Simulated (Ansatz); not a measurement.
# FH5O2Si2: a ladder of functionals and wavefunction methods

How much do the methods differ for FH5O2Si2? The plan is to run it at one geometry with functionals of several rungs and with coupled cluster. The yardstick is the atomisation energy at the CCSD(T) limit.

Computed with Ansatz 0.2.0, Gaussian basis. Level: functionals in def2-TZVPP, the program's frozen cores in correlated methods.

Plan: PBE-D4, r2SCAN-D4, PBE0-D4, B3LYP-D4, ωB97X-V, ωB97M-V, B2PLYP; CCSD(T)/def2-TZVPP; MP2/def2-QZVPP; extrapolation to the limit.

## (1) Structure used throughout

All runs share one geometry, relaxed beforehand with PBE0-D4 in a triple-zeta def2 set.

SMILES `O[SiH](O)[SiH2]F`, 10 atoms, charge 0, spin multiplicity 1.

Atoms are counted from 1 here; the program's logs count them from 0.

Bond lengths: O1–Si2 1.640 Å, O1–H6 0.959 Å, Si2–O3 1.648 Å, Si2–Si4 2.348 Å, Si2–H7 1.495 Å, O3–H8 0.958 Å, Si4–F5 1.611 Å, Si4–H9 1.487 Å, Si4–H10 1.486 Å. Angles: Si2–O1–H6 118.7°, O1–Si2–O3 110.2°, O1–Si2–Si4 103.2°, O1–Si2–H7 111.6°, O3–Si2–Si4 111.6°, O3–Si2–H7 107.3°, Si4–Si2–H7 113.0°, Si2–O3–H8 117.4°, Si2–Si4–F5 108.4°, Si2–Si4–H9 112.2°, Si2–Si4–H10 111.9°, F5–Si4–H9 107.4°, F5–Si4–H10 107.8°, H9–Si4–H10 109.0°.

Geometry (Å):

| atom | x (Å) | y (Å) | z (Å) |
| --- | --- | --- | --- |
| O1 | 0.9594 | 0.8533 | 1.4201 |
| Si2 | 0.5973 | -0.2653 | 0.2765 |
| O3 | 1.6298 | -0.1291 | -1.0003 |
| Si4 | -1.6038 | 0.2799 | -0.3314 |
| F5 | -2.0998 | -0.7761 | -1.4422 |
| H6 | 1.8437 | 0.8631 | 1.7909 |
| H7 | 0.7292 | -1.6564 | 0.8075 |
| H8 | 2.0070 | -0.9366 | -1.3511 |
| H9 | -2.5421 | 0.1886 | 0.8185 |
| H10 | -1.6953 | 1.6393 | -0.9251 |

## (2) PBE-D4 (GGA)

Contents of in.yaml:

```yaml
crystal:
  periodic: [false, false, false]
  atoms:
    - {symbol: O, position_ang: [0.959373, 0.853264, 1.420062]}
    - {symbol: Si, position_ang: [0.597270, -0.265297, 0.276480]}
    - {symbol: O, position_ang: [1.629778, -0.129116, -1.000316]}
    - {symbol: Si, position_ang: [-1.603827, 0.279869, -0.331428]}
    - {symbol: F, position_ang: [-2.099842, -0.776137, -1.442183]}
    - {symbol: H, position_ang: [1.843689, 0.863084, 1.790927]}
    - {symbol: H, position_ang: [0.729161, -1.656398, 0.807463]}
    - {symbol: H, position_ang: [2.007025, -0.936563, -1.351088]}
    - {symbol: H, position_ang: [-2.542150, 0.188622, 0.818480]}
    - {symbol: H, position_ang: [-1.695279, 1.639273, -0.925098]}
basis:
  gaussian: {orbitals: def2-TZVPP}
hamiltonian: {xc: pbe, dispersion: d4}
output: {forces: true, orbitals: {seedname: orbitals}}
```

Started as:

```console
$ ansatz run in.yaml --threads 4 --pin off --events-out ev --progress --plain --max-ram 10444MiB
```

Standard output, cut to the lines that bear on the results:

```text
Functional definition: PBE
  name "PBE"
  cite "Perdew, Burke & Ernzerhof, Phys. Rev. Lett. 77, 3865 (1996) doi:10.1103/PhysRevLett.77.3865"
  parent pbe
[...]
1329 factors; their error is unknown
[...]
mean field -22640.17016949 eV, -832.0109076701 hartree, gradient 2.8e-5 eV, S^2 0.000000; 0 other end points of the search recorded, 0 dependent functions left out
[...]
reference -22640.17021271 eV, -832.0109092585 hartree; 29, 29 occupied and 218, 218 virtual orbitals, 1329 factors
Total energy: -22640.37803292 eV, -832.0185465103 hartree
Atom 0 at     0.959373     0.853264     1.420062 Å, force    -0.313439     0.373984     0.183552 eV/Å
Atom 1 at     0.597270    -0.265297     0.276480 Å, force    -0.316198    -0.274114     0.036559 eV/Å
Atom 2 at     1.629778    -0.129116    -1.000316 Å, force     0.145270     0.420913    -0.274318 eV/Å
Atom 3 at    -1.603827     0.279869    -0.331428 Å, force     0.191869     0.254292     0.312864 eV/Å
Atom 4 at    -2.099842    -0.776137    -1.442183 Å, force    -0.179325    -0.398441    -0.416754 eV/Å
Atom 5 at     1.843689     0.863084     1.790927 Å, force     0.413335     0.008180     0.191092 eV/Å
Atom 6 at     0.729161    -1.656398     0.807463 Å, force    -0.001462    -0.179532     0.057245 eV/Å
Atom 7 at     2.007025    -0.936563    -1.351088 Å, force     0.185086    -0.379581    -0.169545 eV/Å
Atom 8 at    -2.542150     0.188622     0.818480 Å, force    -0.112459     0.002782     0.138920 eV/Å
Atom 9 at    -1.695279     1.639273    -0.925098 Å, force    -0.012676     0.171517    -0.059615 eV/Å
Dipole moment:     0.457575    -0.164746     0.184329 e Å
```

It took 0.85 s on 4 threads of AMD EPYC 9R45, shared host; peak memory 0.34 GiB.

With the free atoms at this level, -22602.657 eV in sum, the atomisation energy is 869.9 kcal/mol. HOMO -6.59 eV, LUMO -1.50 eV.

## (3) r2SCAN-D4 (meta-GGA)

Changes to in.yaml since step 2:

```diff
@@ -15,3 +15,3 @@
   gaussian: {orbitals: def2-TZVPP}
-hamiltonian: {xc: pbe, dispersion: d4}
+hamiltonian: {xc: r2scan, dispersion: d4}
 output: {forces: true, orbitals: {seedname: orbitals}}
```

Same command.

Standard output, cut to the lines that bear on the results:

```text
Functional definition: r2SCAN
  name "r2SCAN"
  cite "Furness, Kaplan, Ning, Perdew & Sun, J. Phys. Chem. Lett. 11, 8208 (2020) doi:10.1021/acs.jpclett.0c02405"
  cite "Furness, Kaplan, Ning, Perdew & Sun, J. Phys. Chem. Lett. 11, 9248 (2020) doi:10.1021/acs.jpclett.0c03077"
  parent r2scan
[...]
1329 factors; their error is unknown
[...]
mean field -22650.93264134 eV, -832.4064212158 hartree, gradient 2.3e-5 eV, S^2 0.000000; 0 other end points of the search recorded, 0 dependent functions left out
[...]
reference -22650.93265412 eV, -832.4064216855 hartree; 29, 29 occupied and 218, 218 virtual orbitals, 1329 factors
Total energy: -22650.98325451 eV, -832.4082812154 hartree
Atom 0 at     0.959373     0.853264     1.420062 Å, force    -0.013709     0.051015     0.018743 eV/Å
Atom 1 at     0.597270    -0.265297     0.276480 Å, force    -0.050727    -0.062959     0.029177 eV/Å
Atom 2 at     1.629778    -0.129116    -1.000316 Å, force     0.032903     0.029992    -0.044864 eV/Å
Atom 3 at    -1.603827     0.279869    -0.331428 Å, force     0.004562     0.016244     0.030903 eV/Å
Atom 4 at    -2.099842    -0.776137    -1.442183 Å, force    -0.009423    -0.026827    -0.030279 eV/Å
Atom 5 at     1.843689     0.863084     1.790927 Å, force     0.027309     0.003213     0.020421 eV/Å
Atom 6 at     0.729161    -1.656398     0.807463 Å, force    -0.009905     0.003859    -0.006256 eV/Å
Atom 7 at     2.007025    -0.936563    -1.351088 Å, force     0.013409    -0.021669    -0.019935 eV/Å
Atom 8 at    -2.542150     0.188622     0.818480 Å, force     0.008695     0.016063    -0.014905 eV/Å
Atom 9 at    -1.695279     1.639273    -0.925098 Å, force    -0.003114    -0.008932     0.016995 eV/Å
Dipole moment:     0.464113    -0.170094     0.189876 e Å
```

Run time: 1.4 s. Hardware: 4 threads of AMD EPYC 9R45, shared host; peak memory 0.36 GiB.

With the free atoms at this level, -22613.398 eV in sum, the atomisation energy is 866.7 kcal/mol. HOMO -6.88 eV, LUMO -1.15 eV.

## (4) PBE0-D4 (hybrid)

Changes to in.yaml since step 3:

```diff
@@ -15,3 +15,3 @@
   gaussian: {orbitals: def2-TZVPP}
-hamiltonian: {xc: r2scan, dispersion: d4}
-output: {forces: true, orbitals: {seedname: orbitals}}
+hamiltonian: {xc: pbe0, dispersion: d4}
+output: {orbitals: {seedname: orbitals}}
```

Launched as before.

Standard output:

```text
Functional definition: PBE0
  name "PBE0"
  cite "Adamo & Barone, J. Chem. Phys. 110, 6158 (1999) doi:10.1063/1.478522"
  cite "Perdew, Burke & Ernzerhof, Phys. Rev. Lett. 77, 3865 (1996) doi:10.1103/PhysRevLett.77.3865"
  parent pbe
  parameter a = 0.25
  parameter kappa = 0.804
  parameter beta = 0.06672455060314922
  exchange = (1 - a)*pbe_x(kappa = kappa, mu = beta*pi^2/3) + a*exact_x
  correlation = pbe_c(beta = beta)
1335 factors; their error is unknown
mean field evaluation 1: about -22633.0288 eV, gradient 7.6e1 eV
mean field evaluation 2: about -22617.1793 eV, gradient 1.2e2 eV
mean field evaluation 4: about -22641.7093 eV, gradient 3.2e0 eV
mean field evaluation 8: about -22641.7263 eV, gradient 5.8e-2 eV
mean field evaluation 16: about -22641.7795 eV, gradient 2.0e-5 eV
mean field -22641.77945173 eV, -832.0700477019 hartree, gradient 2.0e-5 eV, S^2 0.000000; 0 other end points of the search recorded, 0 dependent functions left out
reference -22641.77948369 eV, -832.0700488762 hartree; 29, 29 occupied and 218, 218 virtual orbitals, 1335 factors
Total energy: -22641.95612847 eV, -832.0765404521 hartree
```

Wall time 1.1 s (4 threads of AMD EPYC 9R45, shared host); peak memory 0.63 GiB.

With the free atoms at this level, -22604.975 eV in sum, the atomisation energy is 852.8 kcal/mol. HOMO -7.87 eV, LUMO -0.63 eV.

## (5) B3LYP-D4 (hybrid)

B3LYP here takes the VWN-RPA correlation.

Changes to in.yaml since step 4:

```diff
@@ -15,3 +15,3 @@
   gaussian: {orbitals: def2-TZVPP}
-hamiltonian: {xc: pbe0, dispersion: d4}
-output: {orbitals: {seedname: orbitals}}
+hamiltonian: {xc: {name: B3LYP}, dispersion: d4}
+output: {forces: true, orbitals: {seedname: orbitals}}
```

Same command.

Standard output, cut to the lines that bear on the results:

```text
Functional definition: B3LYP
  name "B3LYP"
  cite "Stephens, Devlin, Chabalowski & Frisch, J. Phys. Chem. 98, 11623 (1994) doi:10.1021/j100096a001"
  cite "Becke, Phys. Rev. A 38, 3098 (1988) doi:10.1103/PhysRevA.38.3098"
  cite "Lee, Yang & Parr, Phys. Rev. B 37, 785 (1988) doi:10.1103/PhysRevB.37.785"
  cite "Vosko, Wilk & Nusair, Can. J. Phys. 58, 1200 (1980) doi:10.1139/p80-159"
[...]
1335 factors; their error is unknown
[...]
mean field -22656.72462197 eV, -832.6192725780 hartree, gradient 4.0e-5 eV, S^2 0.000000; 0 other end points of the search recorded, 0 dependent functions left out
[...]
reference -22656.72489203 eV, -832.6192825026 hartree; 29, 29 occupied and 218, 218 virtual orbitals, 1335 factors
Total energy: -22657.06121798 eV, -832.6316422530 hartree
Atom 0 at     0.959373     0.853264     1.420062 Å, force     0.052973     0.075314     0.090526 eV/Å
Atom 1 at     0.597270    -0.265297     0.276480 Å, force    -0.143010    -0.191252     0.047815 eV/Å
Atom 2 at     1.629778    -0.129116    -1.000316 Å, force     0.071285    -0.012388    -0.097407 eV/Å
Atom 3 at    -1.603827     0.279869    -0.331428 Å, force    -0.031840     0.207552     0.152852 eV/Å
Atom 4 at    -2.099842    -0.776137    -1.442183 Å, force    -0.058610    -0.129854    -0.135382 eV/Å
Atom 5 at     1.843689     0.863084     1.790927 Å, force     0.022357     0.045511     0.049423 eV/Å
Atom 6 at     0.729161    -1.656398     0.807463 Å, force    -0.010102     0.074296    -0.026457 eV/Å
Atom 7 at     2.007025    -0.936563    -1.351088 Å, force     0.045859    -0.002988    -0.051775 eV/Å
Atom 8 at    -2.542150     0.188622     0.818480 Å, force     0.050259     0.008853    -0.065978 eV/Å
Atom 9 at    -1.695279     1.639273    -0.925098 Å, force     0.000829    -0.075045     0.036383 eV/Å
Dipole moment:     0.458378    -0.176590     0.202833 e Å
```

It took 1.6 s on 4 threads of AMD EPYC 9R45, shared host; peak memory 0.7 GiB.

Atomisation energy: 862.2 kcal/mol (free atoms -22619.673 eV, run apart). HOMO -7.69 eV, LUMO -0.83 eV.

## (6) ωB97X-V (range-separated)

Changes to in.yaml since step 5:

```diff
@@ -15,3 +15,3 @@
   gaussian: {orbitals: def2-TZVPP}
-hamiltonian: {xc: {name: B3LYP}, dispersion: d4}
-output: {forces: true, orbitals: {seedname: orbitals}}
+hamiltonian: {xc: {name: wB97X-V}}
+output: {orbitals: {seedname: orbitals}}
```

Launched as before.

Standard output, cut to the lines that bear on the results:

```text
Functional definition: wB97X-V
  name "wB97X-V"
  cite "Mardirossian & Head-Gordon, Phys. Chem. Chem. Phys. 16, 9904 (2014) doi:10.1039/C3CP54374A"
  cite "Becke, J. Chem. Phys. 107, 8554 (1997) doi:10.1063/1.475007"
  cite "Vydrov & Van Voorhis, J. Chem. Phys. 133, 244103 (2010) doi:10.1063/1.3521275"
[...]
      + integral(e_c_pw_opposite_spin*poly(b97_u_opposite, cos0, cos1)) + vv10(b, c)
1335 factors; their error is unknown
290 factors; integrals over basis functions are off by at most 1.1e-5 eV
[...]
mean field -22650.66828757 eV, -832.3967063938 hartree, gradient 3.2e-5 eV, S^2 0.000000; 0 other end points of the search recorded, 0 dependent functions left out
reference -22650.66828543 eV, -832.3967063153 hartree; 29, 29 occupied and 218, 218 virtual orbitals, 1335 factors
Total energy: -22650.66828543 eV, -832.3967063153 hartree
```

It took 2.2 s on 4 threads of AMD EPYC 9R45, shared host; peak memory 0.76 GiB.

Atomisation energy: 871.2 kcal/mol (free atoms -22612.890 eV, run apart). HOMO -10.19 eV, LUMO 1.43 eV.

## (7) ωB97M-V (range-separated)

Changes to in.yaml since step 6:

```diff
@@ -15,3 +15,3 @@
   gaussian: {orbitals: def2-TZVPP}
-hamiltonian: {xc: {name: wB97X-V}}
-output: {orbitals: {seedname: orbitals}}
+hamiltonian: {xc: {name: wB97M-V}}
+output: {forces: true, orbitals: {seedname: orbitals}}
```

Same command.

Standard output, cut to the lines that bear on the results:

```text
Functional definition: wB97M-V
  name "wB97M-V"
  cite "Mardirossian & Head-Gordon, J. Chem. Phys. 144, 214110 (2016) doi:10.1063/1.4952647"
  cite "Becke, J. Chem. Phys. 107, 8554 (1997) doi:10.1063/1.475007"
  cite "Vydrov & Van Voorhis, J. Chem. Phys. 133, 244103 (2010) doi:10.1063/1.3521275"
  # Of w^i u^j: cxij and so on, Table III.
[...]
  gx(w, u) = 1 - cx + cx01*u + cx10*w
  gss(w, u) = css00 + css04*u^4 + css10*w + css20*w^2 + css43*w^4*u^3
  gos(w, u) = cos00 + cos10*w + (cos20 + cos21*u)*w^2 + (cos60 + cos61*u)*w^6
[...]
      + integral(e_c_pw_mod_opposite_spin*gos(b97_w_opposite, b97_u_opposite)) + vv10(b, c)
1335 factors; their error is unknown
290 factors; integrals over basis functions are off by at most 1.1e-5 eV
[...]
Atom 0 at     0.959373     0.853264     1.420062 Å, force     0.068402     0.059472     0.080943 eV/Å
Atom 1 at     0.597270    -0.265297     0.276480 Å, force    -0.210295    -0.196630     0.015216 eV/Å
Atom 2 at     1.629778    -0.129116    -1.000316 Å, force     0.052013    -0.043765    -0.074769 eV/Å
Atom 3 at    -1.603827     0.279869    -0.331428 Å, force     0.048862     0.210970     0.191506 eV/Å
Atom 4 at    -2.099842    -0.776137    -1.442183 Å, force    -0.035048    -0.093866    -0.093978 eV/Å
Atom 5 at     1.843689     0.863084     1.790927 Å, force    -0.037645     0.017256     0.001946 eV/Å
Atom 6 at     0.729161    -1.656398     0.807463 Å, force    -0.012122     0.151985    -0.059958 eV/Å
Atom 7 at     2.007025    -0.936563    -1.351088 Å, force     0.004712     0.036103    -0.002971 eV/Å
Atom 8 at    -2.542150     0.188622     0.818480 Å, force     0.110101     0.013849    -0.130429 eV/Å
Atom 9 at    -1.695279     1.639273    -0.925098 Å, force     0.011019    -0.155373     0.072495 eV/Å
Dipole moment:     0.462317    -0.178142     0.200037 e Å
```

Run time: 3 s. Hardware: 4 threads of AMD EPYC 9R45, shared host; peak memory 0.89 GiB.

Atomisation energy: 868.1 kcal/mol (free atoms -22614.707 eV, run apart). HOMO -9.96 eV, LUMO 1.11 eV.

## (8) B2PLYP (double hybrid)

Changes to in.yaml since step 7:

```diff
@@ -15,3 +15,2 @@
   gaussian: {orbitals: def2-TZVPP}
-hamiltonian: {xc: {name: wB97M-V}}
-output: {forces: true, orbitals: {seedname: orbitals}}
+hamiltonian: {xc: {name: B2PLYP}}
```

Launched as before.

Standard output, cut to the lines that bear on the results:

```text
Functional definition: B2PLYP
  name "B2PLYP"
  cite "Grimme, J. Chem. Phys. 124, 034108 (2006) doi:10.1063/1.2148954"
  cite "Becke, Phys. Rev. A 38, 3098 (1988) doi:10.1103/PhysRevA.38.3098"
  cite "Lee, Yang & Parr, Phys. Rev. B 37, 785 (1988) doi:10.1103/PhysRevB.37.785"
[...]
1485 factors; integrals over basis functions are off by at most 8.7e-4 eV
[...]
mean field -22636.40746733 eV, -831.8726309161 hartree, gradient 3.9e-6 eV, S^2 0.000000; 0 other end points of the search recorded, 0 dependent functions left out
13 core orbitals not correlated: weight in the atoms' cores, before any rotation towards them, 1.000 or more for the frozen orbitals, at most 0.000 for the correlated occupied ones
reference -22636.40763659 eV, -831.8726371364 hartree; 16, 16 occupied and 218, 218 virtual orbitals, 1485 factors
second order -31.64867770 eV of doubles, -0.00000000 eV of singles
Total energy: -22644.95277957 eV, -832.1866653488 hartree
```

It took 1.8 s on 4 threads of AMD EPYC 9R45, shared host; peak memory 0.63 GiB.

Atomisation energy: 856.3 kcal/mol (free atoms -22607.821 eV, run apart).

## (9) Orbital energies across the functionals

Dipoles come from the runs that computed forces. Levels, from each run's orbital file:

| functional | HOMO (eV) | LUMO (eV) | gap (eV) | dipole (D) |
| --- | --- | --- | --- | --- |
| PBE-D4 | -6.59 | -1.50 | 5.09 | 2.50 |
| r2SCAN-D4 | -6.88 | -1.15 | 5.72 | 2.54 |
| PBE0-D4 | -7.87 | -0.63 | 7.25 |  |
| B3LYP-D4 | -7.69 | -0.83 | 6.86 | 2.55 |
| ωB97X-V | -10.19 | 1.43 | 11.63 |  |
| ωB97M-V | -9.96 | 1.11 | 11.07 | 2.57 |

## (10) CCSD(T) in def2-TZVPP

Changes to in.yaml since step 8:

```diff
@@ -15,2 +15,2 @@
   gaussian: {orbitals: def2-TZVPP}
-hamiltonian: {xc: {name: B2PLYP}}
+correlation: {method: ccsd_t}
```

Launched as before.

Standard output, cut to the lines that bear on the results:

```text
Functional definition: HF
  name "HF"
  cite "Fock, Z. Phys. 61, 126 (1930) doi:10.1007/BF01340294"
  parent pbe
[...]
1485 factors; integrals over basis functions are off by at most 8.7e-4 eV
[...]
mean field -22592.11026338 eV, -830.2447386968 hartree, gradient 6.5e-6 eV, S^2 0.000000; 0 other end points of the search recorded, 0 dependent functions left out
13 core orbitals not correlated: weight in the atoms' cores, before any rotation towards them, 1.000 or more for the frozen orbitals, at most 0.000 for the correlated occupied ones
reference -22592.11026338 eV, -830.2447386968 hartree; 16, 16 occupied and 218, 218 virtual orbitals, 1485 factors
second order -26.38265888 eV of doubles, -0.00000000 eV of singles
cycle   1  -26.54412364 eV  change   -1.6e-1 eV  update   1.1e-1
[...]
cycle  10  -27.27435542 eV  change   -1.0e-5 eV  update   1.2e-5
perturbative correction -0.88841772 eV, -0.0326487491 hartree
Total energy: -22620.27303652 eV, -831.2797015203 hartree
```

Wall time 37 s (4 threads of AMD EPYC 9R45, shared host); peak memory 5.1 GiB.

## (11) MP2 in def2-QZVPP

Changes to in.yaml since step 10:

```diff
@@ -14,3 +14,3 @@
 basis:
-  gaussian: {orbitals: def2-TZVPP}
-correlation: {method: ccsd_t}
+  gaussian: {orbitals: "def2-QZVPP.json"}
+correlation: {method: mp2}
```

The command is unchanged.

Standard output:

```text
Functional definition: HF
  name "HF"
  cite "Fock, Z. Phys. 61, 126 (1930) doi:10.1007/BF01340294"
  parent pbe
  exchange = exact_x
  correlation = 0
2781 factors; integrals over basis functions are off by at most 6.8e-4 eV
mean field evaluation 1: about -22587.3470 eV, gradient 5.5e1 eV
mean field evaluation 2: about -22587.4776 eV, gradient 5.5e1 eV
mean field evaluation 4: about -22592.8981 eV, gradient 3.4e0 eV
mean field evaluation 8: about -22592.9570 eV, gradient 2.0e-1 eV
mean field -22592.95717334 eV, -830.2758620638 hartree, gradient 9.4e-7 eV, S^2 0.000000; 0 other end points of the search recorded, 0 dependent functions left out
13 core orbitals not correlated: weight in the atoms' cores, before any rotation towards them, 1.000 or more for the frozen orbitals, at most 0.000 for the correlated occupied ones
reference -22592.95717334 eV, -830.2758620638 hartree; 16, 16 occupied and 432, 432 virtual orbitals, 2781 factors
second order -28.66846664 eV of doubles, -0.00000000 eV of singles
Total energy: -22621.62563998 eV, -831.3294087805 hartree
```

Wall time 6 s (4 threads of AMD EPYC 9R45, shared host); peak memory 2.5 GiB.

Energy pieces by basis (eV):

| basis | HF | MP2 correlation | CCSD correlation | (T) | total |
| --- | --- | --- | --- | --- | --- |
| def2-TZVPP | -22592.1103 | -26.3827 | -27.2744 | -0.8884 | -22620.2730 |
| def2-QZVPP | -22592.9572 | -28.6685 |  |  | -22621.6256 (MP2) |

The report of the def2-TZVPP run gives T1 = 0.0122.

## (12) From triple and quadruple zeta to the limit

This step is arithmetic on the last runs, with X = 3 and 4: exp(−7.88√X) for Hartree-Fock, X^−2.97 for correlation; only MP2 was run in the larger set, so CCSD(T) minus MP2 is added from the smaller one.

| level | energy at the limit (eV) |
| --- | --- |
| HF | -22593.0738 |
| MP2 | -22623.4355 |
| CCSD | -22624.3272 |
| CCSD(T) | -22625.2156 |

## (13) Atomisation energies

Free atoms (2 O, 2 Si, 1 F, 5 H) were run apart at each level; the atomisation energy is their sum less the molecule, without zero-point or spin-orbit terms.

Differences are taken before rounding.

| method | rung | atomisation energy (kcal/mol) | from CCSD(T)/CBS (kcal/mol) | time |
| --- | --- | --- | --- | --- |
| PBE-D4 | GGA | 869.9 | -3.6 | 0.85 s |
| r2SCAN-D4 | meta-GGA | 866.7 | -6.7 | 1.4 s |
| PBE0-D4 | hybrid | 852.8 | -20.7 | 1.1 s |
| B3LYP-D4 | hybrid | 862.2 | -11.3 | 1.6 s |
| ωB97X-V | range-separated | 871.2 | -2.3 | 2.2 s |
| ωB97M-V | range-separated | 868.1 | -5.4 | 3 s |
| B2PLYP | double hybrid | 856.3 | -17.2 | 1.8 s |
| HF/def2-TZVPP | wavefunction | 628.1 | -245.4 |  |
| MP2/def2-TZVPP | wavefunction | 864.3 | -9.2 |  |
| CCSD/def2-TZVPP | wavefunction | 833.4 | -40.0 |  |
| CCSD(T)/def2-TZVPP | wavefunction | 845.1 | -28.4 | 37 s |
| MP2/CBS | wavefunction | 892.7 | +19.2 |  |
| CCSD(T)/CBS | wavefunction | 873.5 | 0 | 43 s |

Among the levels timed on like hardware and quicker than the yardstick, those that no quicker one beats, quickest first: PBE-D4 (0.85 s, -3.6 kcal/mol); ωB97X-V (2.2 s, -2.3 kcal/mol).

B2PLYP carry no dispersion term (for B3LYP, D4 adds 7.8 kcal/mol).

Times are those of the molecule's run; HF, MP2 and CCSD come out of the CCSD(T) runs, and the limit's time is the sum of the runs that it needs.

## (14) Outcome

| quantity | value |
| --- | --- |
| atomisation energy, CCSD(T)/CBS | 873.5 kcal/mol |
| functionals within 4.4 kcal/mol (0.5 %) | PBE-D4, ωB97X-V |
| farthest | PBE0-D4 (-20.7 kcal/mol) |
| mean size of error, hybrid | 16.0 kcal/mol |
| mean size of error, range-separated | 3.8 kcal/mol |
| gap, smallest and largest | 5.09 eV (PBE-D4), 11.63 eV (ωB97X-V) |
| T1 diagnostic | 0.0122 |
| triples share of the correlation energy | 3.2 % |

What this shows: PBE-D4 misses by -3.6 kcal/mol. Double hybrids carry the basis error of their MP2 part in triple zeta, and no dispersion term here, so their miss is partly the set-up's. The reference freezes the cores and leaves out relativity and excitations past (T), so misses under about 4.4 kcal/mol can't be ranked. Hartree-Fock recovers 72 % of the binding; the rest is correlation. The gap grows from 5.1 to 11.6 eV across the functionals, mostly with the share of exact exchange.

ωB97X-V reaches 2.3 kcal/mol from the reference in 2.2 s, where CCSD(T)/CBS took 43 s; the quickest level in the cost chart, PBE-D4, takes 0.85 s and misses by 3.6 kcal/mol.
